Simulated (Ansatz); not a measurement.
# C₂H₇BFNSi: relaxing the structure

What shape does C₂H₇BFNSi take? The plan is to relax it.

The runs use Ansatz 0.2.0, Gaussian basis; RKS PBE0-D4/def2-TZVP.

Levels to be run: relaxation at PBE-D4/def2-SVP; relaxation at PBE0-D4/def2-TZVP.

1 further run of the same task is left out (set aside as unsound or not needed).

### Step 1. The system as given

SMILES `B[SiH](F)CC=N`, 13 atoms, charge 0, spin multiplicity 1.

Atoms are counted from 1 here; the program's logs count them from 0.

Bond lengths: B1–Si2 1.977 Å, B1–H7 1.184 Å, B1–H8 1.120 Å, Si2–F3 1.656 Å, Si2–C4 1.885 Å, Si2–H9 1.490 Å, C4–C5 1.480 Å, C4–H10 1.037 Å, C4–H11 1.166 Å, C5–N6 1.300 Å, C5–H12 1.106 Å, N6–H13 1.039 Å. Angles: Si2–B1–H7 116.8°, Si2–B1–H8 119.6°, H7–B1–H8 123.6°, B1–Si2–F3 108.1°, B1–Si2–C4 110.3°, B1–Si2–H9 111.3°, F3–Si2–C4 107.3°, F3–Si2–H9 107.6°, C4–Si2–H9 112.0°, Si2–C4–C5 110.9°, Si2–C4–H10 110.3°, Si2–C4–H11 105.2°, C5–C4–H10 112.9°, C5–C4–H11 106.1°, H10–C4–H11 111.0°, C4–C5–N6 124.0°, C4–C5–H12 118.0°, N6–C5–H12 118.0° and more.

Geometry (Å):

| atom | x (Å) | y (Å) | z (Å) |
| --- | --- | --- | --- |
| B1 | 0.23230 | -2.64320 | -0.12420 |
| Si2 | 0.08570 | -0.82070 | 0.62660 |
| F3 | 1.40140 | -0.55660 | 1.59730 |
| C4 | 0.13900 | 0.46250 | -0.75300 |
| C5 | -0.00120 | 1.83130 | -0.20730 |
| N6 | -1.06760 | 2.26900 | 0.39470 |
| H7 | 0.24330 | -2.73420 | -1.30450 |
| H8 | 0.24740 | -3.52600 | 0.56530 |
| H9 | -1.13270 | -0.68000 | 1.47230 |
| H10 | 0.99590 | 0.34160 | -1.32370 |
| H11 | -0.81820 | 0.26810 | -1.38930 |
| H12 | 0.86430 | 2.51480 | -0.29230 |
| H13 | -1.16930 | 3.23860 | 0.75320 |

The start is a force-field geometry with small random shifts, so a cheaper pass at PBE-D4/def2-SVP comes first.

### Step 2. Optimising with PBE-D4/def2-SVP (cheap first pass)

in.yaml

```yaml
crystal:
  periodic: [false, false, false]
  atoms:
    - {symbol: B, position_ang: [0.232300, -2.643200, -0.124200]}
    - {symbol: Si, position_ang: [0.085700, -0.820700, 0.626600]}
    - {symbol: F, position_ang: [1.401400, -0.556600, 1.597300]}
    - {symbol: C, position_ang: [0.139000, 0.462500, -0.753000]}
    - {symbol: C, position_ang: [-0.001200, 1.831300, -0.207300]}
    - {symbol: N, position_ang: [-1.067600, 2.269000, 0.394700]}
    - {symbol: H, position_ang: [0.243300, -2.734200, -1.304500]}
    - {symbol: H, position_ang: [0.247400, -3.526000, 0.565300]}
    - {symbol: H, position_ang: [-1.132700, -0.680000, 1.472300]}
    - {symbol: H, position_ang: [0.995900, 0.341600, -1.323700]}
    - {symbol: H, position_ang: [-0.818200, 0.268100, -1.389300]}
    - {symbol: H, position_ang: [0.864300, 2.514800, -0.292300]}
    - {symbol: H, position_ang: [-1.169300, 3.238600, 0.753200]}
basis:
  gaussian: {orbitals: def2-SVP}
hamiltonian: {xc: pbe, dispersion: d4}
relax: {f_tol: 0.03, max_steps: 200}
```

The run is started by

```sh
$ ansatz run in.yaml --threads 4 --pin off --events-out ev --progress --plain --max-ram 10444MiB
```

What it wrote, cut to the lines that bear on the results:

```text
Functional definition: PBE
  name "PBE"
  cite "Perdew, Burke & Ernzerhof, Phys. Rev. Lett. 77, 3865 (1996) doi:10.1103/PhysRevLett.77.3865"
  parent pbe
[...]
1392 factors; their error is unknown
[...]
mean field -14927.62701061 eV, -548.5801743308 hartree, gradient 9.6e-6 eV, S^2 0.000000; 0 other end points of the search recorded, 0 dependent functions left out
[...]
reference -14927.62705118 eV, -548.5801758219 hartree; 27, 27 occupied and 96, 96 virtual orbitals, 1392 factors
relax step   1: F+E_penalty+E_count = -14927.90331751 eV  Δ(F+E_penalty+E_count) = +0.000e0 eV  max|allowed force component| = 3.773e0 eV/Å  Δτ_max = 0.0000 Å  (32 SCF iters, accepted)
[...]
relax step   5: F+E_penalty+E_count = -14928.48573153 eV  Δ(F+E_penalty+E_count) = -2.324e-2 eV  max|allowed force component| = 3.480e-1 eV/Å  Δτ_max = 0.1329 Å  (30 SCF iters, accepted)
[...]
relax step   9: F+E_penalty+E_count = -14928.53883860 eV  Δ(F+E_penalty+E_count) = -1.099e-2 eV  max|allowed force component| = 1.795e-1 eV/Å  Δτ_max = 0.1541 Å  (30 SCF iters, accepted)
[...]
relax step  13: F+E_penalty+E_count = -14928.55526957 eV  Δ(F+E_penalty+E_count) = -2.917e-3 eV  max|allowed force component| = 6.901e-2 eV/Å  Δτ_max = 0.1183 Å  (31 SCF iters, accepted)
[...]
mean field -14928.28778139 eV, -548.6044572092 hartree, gradient 2.7e-5 eV, S^2 0.000000; 1 other end points of the search recorded, 0 dependent functions left out
[...]
reference -14928.28782173 eV, -548.6044586918 hartree; 27, 27 occupied and 96, 96 virtual orbitals, 1392 factors
Total energy: -14928.55726570 eV, -548.6143605749 hartree
Atom 0 at     0.250943    -2.669893    -0.176103 Å, force     0.001545     0.005421     0.001622 eV/Å
Atom 1 at     0.062120    -0.863526     0.675408 Å, force     0.002314     0.007114    -0.008063 eV/Å
Atom 2 at     1.291552    -0.516617     1.723317 Å, force     0.002536    -0.004537     0.001330 eV/Å
Atom 3 at     0.086151     0.488475    -0.674683 Å, force     0.003159    -0.015626    -0.010812 eV/Å
Atom 4 at    -0.033418     1.861818    -0.084685 Å, force    -0.007634     0.015220    -0.000022 eV/Å
Atom 5 at    -1.134124     2.515918    -0.131158 Å, force     0.008966    -0.007999    -0.000314 eV/Å
Atom 6 at    -0.628964    -3.056076    -0.924012 Å, force    -0.002574    -0.001074    -0.000470 eV/Å
Atom 7 at     1.213938    -3.393383    -0.013829 Å, force     0.001966    -0.001537     0.001489 eV/Å
Atom 8 at    -1.220793    -0.749186     1.458892 Å, force    -0.000235     0.000819     0.002374 eV/Å
Atom 9 at     1.033864     0.383162    -1.245181 Å, force    -0.003179    -0.004799     0.006498 eV/Å
Atom 10 at    -0.772981     0.297522    -1.352310 Å, force     0.002175     0.005990     0.002387 eV/Å
Atom 11 at     0.893735     2.240390     0.412695 Å, force    -0.008504    -0.004164     0.000663 eV/Å
Atom 12 at    -1.021721     3.426596     0.346750 Å, force    -0.000534     0.005173     0.003318 eV/Å
Dipole moment:     0.158116    -0.040258    -0.139582 e Å
```

Run time: 24 s. Hardware: 4 threads of Arm Neoverse V2, shared host.

Along the way:

| step | energy from step 1 (eV) | largest force component (eV/Å) |
| --- | --- | --- |
| 1 | 0.0000 | 3.7726 |
| 2 | -0.4531 | 1.0174 |
| 3 | -0.4679 | 1.0169 |
| 4 | -0.5592 | 0.5886 |
| 5 | -0.5824 | 0.3480 |
| 6 | -0.6005 | 0.1224 |
| 7 | -0.6126 | 0.7504 |
| 8 | -0.6245 | 0.5106 |
| 9 | -0.6355 | 0.1795 |
| 10 | -0.6405 | 0.1813 |
| 11 | -0.6471 | 0.1100 |
| 12 | -0.6490 | 0.1094 |
| 13 | -0.6520 | 0.0690 |
| 14 | -0.6528 | 0.0593 |
| 15 | -0.6533 | 0.0453 |
| 16 | -0.6537 | 0.0279 |
| 17 | -0.6537 | 0.0436 |
| 18 | -0.6539 | 0.0156 |

The force was under the threshold of 0.03 eV/Å already at step 16, but the program went on to step 18.

Close pairs (by a distance rule), those that changed most:

| bond | before (Å) | after (Å) | change (Å) |
| --- | --- | --- | --- |
| B1–H8 | 1.120 | 1.215 | +0.095 |
| C4–H10 | 1.037 | 1.111 | +0.075 |
| C4–H11 | 1.166 | 1.111 | -0.055 |
| B1–H7 | 1.184 | 1.218 | +0.034 |
| B1–Si2 | 1.977 | 2.006 | +0.029 |
| Si2–C4 | 1.885 | 1.911 | +0.026 |
| C4–C5 | 1.480 | 1.499 | +0.019 |
| C5–N6 | 1.300 | 1.281 | -0.019 |

### Step 3. Geometry optimisation, PBE0-D4/def2-TZVP

in.yaml

```yaml
crystal:
  periodic: [false, false, false]
  atoms:
    - {symbol: B, position_ang: [0.250943, -2.669893, -0.176103]}
    - {symbol: Si, position_ang: [0.062120, -0.863526, 0.675408]}
    - {symbol: F, position_ang: [1.291552, -0.516617, 1.723317]}
    - {symbol: C, position_ang: [0.086151, 0.488475, -0.674683]}
    - {symbol: C, position_ang: [-0.033418, 1.861818, -0.084685]}
    - {symbol: N, position_ang: [-1.134124, 2.515918, -0.131158]}
    - {symbol: H, position_ang: [-0.628964, -3.056076, -0.924012]}
    - {symbol: H, position_ang: [1.213938, -3.393383, -0.013829]}
    - {symbol: H, position_ang: [-1.220793, -0.749186, 1.458892]}
    - {symbol: H, position_ang: [1.033864, 0.383162, -1.245181]}
    - {symbol: H, position_ang: [-0.772981, 0.297522, -1.352310]}
    - {symbol: H, position_ang: [0.893735, 2.240390, 0.412695]}
    - {symbol: H, position_ang: [-1.021721, 3.426596, 0.346750]}
basis:
  gaussian: {orbitals: def2-TZVP}
hamiltonian: {xc: pbe0, dispersion: d4}
relax: {f_tol: 0.005, max_steps: 150}
```

The command is unchanged.

What it wrote:

```text
Functional definition: PBE0
  name "PBE0"
  cite "Adamo & Barone, J. Chem. Phys. 110, 6158 (1999) doi:10.1063/1.478522"
  cite "Perdew, Burke & Ernzerhof, Phys. Rev. Lett. 77, 3865 (1996) doi:10.1103/PhysRevLett.77.3865"
  parent pbe
  parameter a = 0.25
  parameter kappa = 0.804
  parameter beta = 0.06672455060314922
  exchange = (1 - a)*pbe_x(kappa = kappa, mu = beta*pi^2/3) + a*exact_x
  correlation = pbe_c(beta = beta)
1416 factors; their error is unknown
mean field evaluation 1: about -14932.3331 eV, gradient 6.4e1 eV
mean field evaluation 2: about -14920.2014 eV, gradient 9.4e1 eV
mean field evaluation 4: about -14940.5754 eV, gradient 8.5e0 eV
mean field evaluation 8: about -14940.7286 eV, gradient 2.7e-1 eV
mean field evaluation 16: about -14940.7632 eV, gradient 3.3e-4 eV
mean field -14940.76315371 eV, -549.0629186858 hartree, gradient 2.8e-5 eV, S^2 0.000000; 0 other end points of the search recorded, 0 dependent functions left out
the calculation of the forces begins
reference -14940.76319086 eV, -549.0629200512 hartree; 27, 27 occupied and 207, 207 virtual orbitals, 1416 factors
relax step   1: F+E_penalty+E_count = -14940.99215249 eV  Δ(F+E_penalty+E_count) = +0.000e0 eV  max|allowed force component| = 1.101e0 eV/Å  Δτ_max = 0.0000 Å  (30 SCF iters, accepted)
these checks for a lower state are left out or cut short: starts, cluster_reference, orbital_swaps, neighbouring_geometries, increment
1416 factors; their error is unknown
mean field -14940.82616883 eV, -549.0652344489 hartree, gradient 1.3e-5 eV, S^2 0.000000; 0 other end points of the search recorded, 0 dependent functions left out
the calculation of the forces begins
reference -14940.82620588 eV, -549.0652358104 hartree; 27, 27 occupied and 207, 207 virtual orbitals, 1416 factors
relax step   2: F+E_penalty+E_count = -14941.05609168 eV  Δ(F+E_penalty+E_count) = -6.394e-2 eV  max|allowed force component| = 5.363e-1 eV/Å  Δτ_max = 0.0262 Å  (34 SCF iters, accepted)
these checks for a lower state are left out or cut short: starts, cluster_reference, orbital_swaps, neighbouring_geometries, increment
1416 factors; their error is unknown
mean field evaluation 32: about -14940.8379 eV, gradient 1.2e-5 eV
mean field -14940.83794626 eV, -549.0656672615 hartree, gradient 1.2e-5 eV, S^2 0.000000; 0 other end points of the search recorded, 0 dependent functions left out
the calculation of the forces begins
reference -14940.83798325 eV, -549.0656686206 hartree; 27, 27 occupied and 207, 207 virtual orbitals, 1416 factors
relax step   3: F+E_penalty+E_count = -14941.06852423 eV  Δ(F+E_penalty+E_count) = -1.243e-2 eV  max|allowed force component| = 1.087e-1 eV/Å  Δτ_max = 0.0213 Å  (34 SCF iters, accepted)
these checks for a lower state are left out or cut short: starts, cluster_reference, orbital_swaps, neighbouring_geometries, increment
1416 factors; their error is unknown
mean field -14940.83833384 eV, -549.0656815045 hartree, gradient 1.2e-5 eV, S^2 0.000000; 0 other end points of the search recorded, 0 dependent functions left out
the calculation of the forces begins
reference -14940.83837084 eV, -549.0656828643 hartree; 27, 27 occupied and 207, 207 virtual orbitals, 1416 factors
relax step   4: F+E_penalty+E_count = -14941.06884346 eV  Δ(F+E_penalty+E_count) = -3.192e-4 eV  max|allowed force component| = 1.403e-1 eV/Å  Δτ_max = 0.0246 Å  (34 SCF iters, accepted)
these checks for a lower state are left out or cut short: starts, cluster_reference, orbital_swaps, neighbouring_geometries, increment
1416 factors; their error is unknown
mean field -14940.84000079 eV, -549.0657427639 hartree, gradient 1.2e-5 eV, S^2 0.000000; 0 other end points of the search recorded, 0 dependent functions left out
the calculation of the forces begins
reference -14940.84003779 eV, -549.0657441235 hartree; 27, 27 occupied and 207, 207 virtual orbitals, 1416 factors
relax step   5: F+E_penalty+E_count = -14941.07046283 eV  Δ(F+E_penalty+E_count) = -1.619e-3 eV  max|allowed force component| = 2.391e-2 eV/Å  Δτ_max = 0.0102 Å  (34 SCF iters, accepted)
these checks for a lower state are left out or cut short: starts, cluster_reference, orbital_swaps, neighbouring_geometries, increment
1416 factors; their error is unknown
mean field -14940.84009785 eV, -549.0657463310 hartree, gradient 1.2e-5 eV, S^2 0.000000; 0 other end points of the search recorded, 0 dependent functions left out
the calculation of the forces begins
reference -14940.84013485 eV, -549.0657476905 hartree; 27, 27 occupied and 207, 207 virtual orbitals, 1416 factors
relax step   6: F+E_penalty+E_count = -14941.07054524 eV  Δ(F+E_penalty+E_count) = -8.241e-5 eV  max|allowed force component| = 1.416e-2 eV/Å  Δτ_max = 0.0046 Å  (35 SCF iters, accepted)
these checks for a lower state are left out or cut short: starts, cluster_reference, orbital_swaps, neighbouring_geometries, increment
1416 factors; their error is unknown
mean field -14940.84039252 eV, -549.0657571597 hartree, gradient 1.2e-5 eV, S^2 0.000000; 0 other end points of the search recorded, 0 dependent functions left out
the calculation of the forces begins
reference -14940.84042950 eV, -549.0657585186 hartree; 27, 27 occupied and 207, 207 virtual orbitals, 1416 factors
relax step   7: F+E_penalty+E_count = -14941.07076849 eV  Δ(F+E_penalty+E_count) = -2.232e-4 eV  max|allowed force component| = 2.045e-2 eV/Å  Δτ_max = 0.0240 Å  (33 SCF iters, accepted)
these checks for a lower state are left out or cut short: starts, cluster_reference, orbital_swaps, neighbouring_geometries, increment
1416 factors; their error is unknown
mean field evaluation 64: about -14940.8403 eV, gradient 4.3e-1 eV
mean field -14940.84050863 eV, -549.0657614266 hartree, gradient 1.2e-5 eV, S^2 0.000000; 0 other end points of the search recorded, 0 dependent functions left out
the calculation of the forces begins
reference -14940.84054557 eV, -549.0657627842 hartree; 27, 27 occupied and 207, 207 virtual orbitals, 1416 factors
relax step   8: F+E_penalty+E_count = -14941.07087630 eV  Δ(F+E_penalty+E_count) = -1.078e-4 eV  max|allowed force component| = 3.139e-2 eV/Å  Δτ_max = 0.0293 Å  (33 SCF iters, accepted)
these checks for a lower state are left out or cut short: starts, cluster_reference, orbital_swaps, neighbouring_geometries, increment
1416 factors; their error is unknown
mean field -14940.84065479 eV, -549.0657667981 hartree, gradient 1.2e-5 eV, S^2 0.000000; 0 other end points of the search recorded, 0 dependent functions left out
the calculation of the forces begins
reference -14940.84069169 eV, -549.0657681542 hartree; 27, 27 occupied and 207, 207 virtual orbitals, 1416 factors
relax step   9: F+E_penalty+E_count = -14941.07100203 eV  Δ(F+E_penalty+E_count) = -1.257e-4 eV  max|allowed force component| = 3.565e-2 eV/Å  Δτ_max = 0.0350 Å  (33 SCF iters, accepted)
these checks for a lower state are left out or cut short: starts, cluster_reference, orbital_swaps, neighbouring_geometries, increment
1416 factors; their error is unknown
mean field -14940.84071922 eV, -549.0657691657 hartree, gradient 1.2e-5 eV, S^2 0.000000; 0 other end points of the search recorded, 0 dependent functions left out
the calculation of the forces begins
reference -14940.84075612 eV, -549.0657705218 hartree; 27, 27 occupied and 207, 207 virtual orbitals, 1416 factors
relax step  10: F+E_penalty+E_count = -14941.07109342 eV  Δ(F+E_penalty+E_count) = -9.139e-5 eV  max|allowed force component| = 2.111e-2 eV/Å  Δτ_max = 0.0043 Å  (35 SCF iters, accepted)
these checks for a lower state are left out or cut short: starts, cluster_reference, orbital_swaps, neighbouring_geometries, increment
1416 factors; their error is unknown
mean field -14940.84074506 eV, -549.0657701155 hartree, gradient 1.2e-5 eV, S^2 0.000000; 0 other end points of the search recorded, 0 dependent functions left out
the calculation of the forces begins
reference -14940.84078195 eV, -549.0657714711 hartree; 27, 27 occupied and 207, 207 virtual orbitals, 1416 factors
relax step  11: F+E_penalty+E_count = -14941.07113617 eV  Δ(F+E_penalty+E_count) = -4.275e-5 eV  max|allowed force component| = 1.098e-2 eV/Å  Δτ_max = 0.0052 Å  (35 SCF iters, accepted)
these checks for a lower state are left out or cut short: starts, cluster_reference, orbital_swaps, neighbouring_geometries, increment
1416 factors; their error is unknown
mean field evaluation 96: about -14940.8408 eV, gradient 1.2e-5 eV
mean field -14940.84076512 eV, -549.0657708526 hartree, gradient 1.2e-5 eV, S^2 0.000000; 0 other end points of the search recorded, 0 dependent functions left out
the calculation of the forces begins
reference -14940.84080200 eV, -549.0657722080 hartree; 27, 27 occupied and 207, 207 virtual orbitals, 1416 factors
relax step  12: F+E_penalty+E_count = -14941.07114778 eV  Δ(F+E_penalty+E_count) = -1.161e-5 eV  max|allowed force component| = 6.232e-3 eV/Å  Δτ_max = 0.0060 Å  (35 SCF iters, accepted)
these checks for a lower state are left out or cut short: starts, cluster_reference, orbital_swaps, neighbouring_geometries, increment
1416 factors; their error is unknown
mean field -14940.84078749 eV, -549.0657716746 hartree, gradient 1.2e-5 eV, S^2 0.000000; 0 other end points of the search recorded, 0 dependent functions left out
the calculation of the forces begins
reference -14940.84082437 eV, -549.0657730299 hartree; 27, 27 occupied and 207, 207 virtual orbitals, 1416 factors
relax step  13: F+E_penalty+E_count = -14941.07115307 eV  Δ(F+E_penalty+E_count) = -5.282e-6 eV  max|allowed force component| = 2.979e-3 eV/Å  Δτ_max = 0.0059 Å  (35 SCF iters, accepted)
1416 factors; their error is unknown
mean field evaluation 128: about -14940.8408 eV, gradient 3.0e-5 eV
mean field -14940.84078749 eV, -549.0657716746 hartree, gradient 1.2e-5 eV, S^2 0.000000; 1 other end points of the search recorded, 0 dependent functions left out
the calculation of the forces begins
reference -14940.84082437 eV, -549.0657730299 hartree; 27, 27 occupied and 207, 207 virtual orbitals, 1416 factors
Total energy: -14941.07118994 eV, -549.0742388086 hartree
Atom 0 at     0.237108    -2.666654    -0.172220 Å, force    -0.000496    -0.001064    -0.001273 eV/Å
Atom 1 at     0.090871    -0.844849     0.651333 Å, force     0.001473     0.001452     0.000326 eV/Å
Atom 2 at     1.303305    -0.527056     1.663891 Å, force    -0.000761    -0.000425    -0.000836 eV/Å
Atom 3 at     0.100268     0.498571    -0.672077 Å, force    -0.001130     0.000736     0.001047 eV/Å
Atom 4 at    -0.036720     1.857642    -0.083102 Å, force    -0.001046    -0.002979    -0.000296 eV/Å
Atom 5 at    -1.137161     2.480942    -0.108115 Å, force     0.002351     0.001899     0.000897 eV/Å
Atom 6 at    -0.598035    -3.014069    -0.956127 Å, force     0.000477     0.000061     0.000632 eV/Å
Atom 7 at     1.116393    -3.436169     0.076504 Å, force    -0.000014     0.000151     0.000247 eV/Å
Atom 8 at    -1.165537    -0.743185     1.444300 Å, force    -0.000534    -0.000027     0.000584 eV/Å
Atom 9 at     1.036056     0.414583    -1.234638 Å, force     0.000699     0.000149    -0.000322 eV/Å
Atom 10 at    -0.739547     0.303124    -1.345493 Å, force     0.000453    -0.000028    -0.000146 eV/Å
Atom 11 at     0.868106     2.260632     0.390456 Å, force    -0.000197     0.000452    -0.000260 eV/Å
Atom 12 at    -1.054803     3.381688     0.360389 Å, force    -0.001276    -0.000377    -0.000600 eV/Å
Dipole moment:     0.213625    -0.076170    -0.149702 e Å
```

It took 51 s on 4 threads of Arm Neoverse V2, shared host; peak memory 0.7 GiB.

Step by step:

| step | energy from step 1 (eV) | largest force component (eV/Å) |
| --- | --- | --- |
| 1 | 0.0000 | 1.1011 |
| 2 | -0.0639 | 0.5363 |
| 3 | -0.0764 | 0.1087 |
| 4 | -0.0767 | 0.1403 |
| 5 | -0.0783 | 0.0239 |
| 6 | -0.0784 | 0.0142 |
| 7 | -0.0786 | 0.0205 |
| 8 | -0.0787 | 0.0314 |
| 9 | -0.0788 | 0.0356 |
| 10 | -0.0789 | 0.0211 |
| 11 | -0.0790 | 0.0110 |
| 12 | -0.0790 | 0.0062 |
| 13 | -0.0790 | 0.0030 |

Distances of close pairs at the start and the end, largest changes first:

| bond | before (Å) | after (Å) | change (Å) |
| --- | --- | --- | --- |
| Si2–F3 | 1.652 | 1.611 | -0.041 |
| Si2–C4 | 1.911 | 1.886 | -0.025 |
| B1–H7 | 1.218 | 1.197 | -0.021 |
| B1–H8 | 1.215 | 1.195 | -0.021 |
| C5–H12 | 1.118 | 1.098 | -0.020 |
| Si2–H9 | 1.508 | 1.489 | -0.018 |
| C4–H11 | 1.111 | 1.094 | -0.017 |
| C5–N6 | 1.281 | 1.265 | -0.016 |

Mulliken charges of the relaxed molecule (report file):

B1 -0.11; Si2 0.47; F3 -0.33; C4 -0.24; C5 -0.11; N6 -0.32; H7 0.04; H8 0.05; H9 -0.03; H10 0.13; H11 0.13; H12 0.10; H13 0.21

### Step 4. Outcome

| quantity | value |
| --- | --- |
| point group | C1 |
| steps | 18 + 13 |
| shift from the start (rms) | 0.480 Å |
| total energy | -14941.0712 eV |
| dispersion term | -230 meV |
| dipole moment | 1.31 D |

In words: The relaxed geometry lies 0.48 Å (rms) from the start; the bond that changed most is B1–H8, from 1.120 to 1.195 Å. No vibrations were run, so it is not proven to be a minimum. The largest Mulliken charge, +0.47 e, sits on Si2.
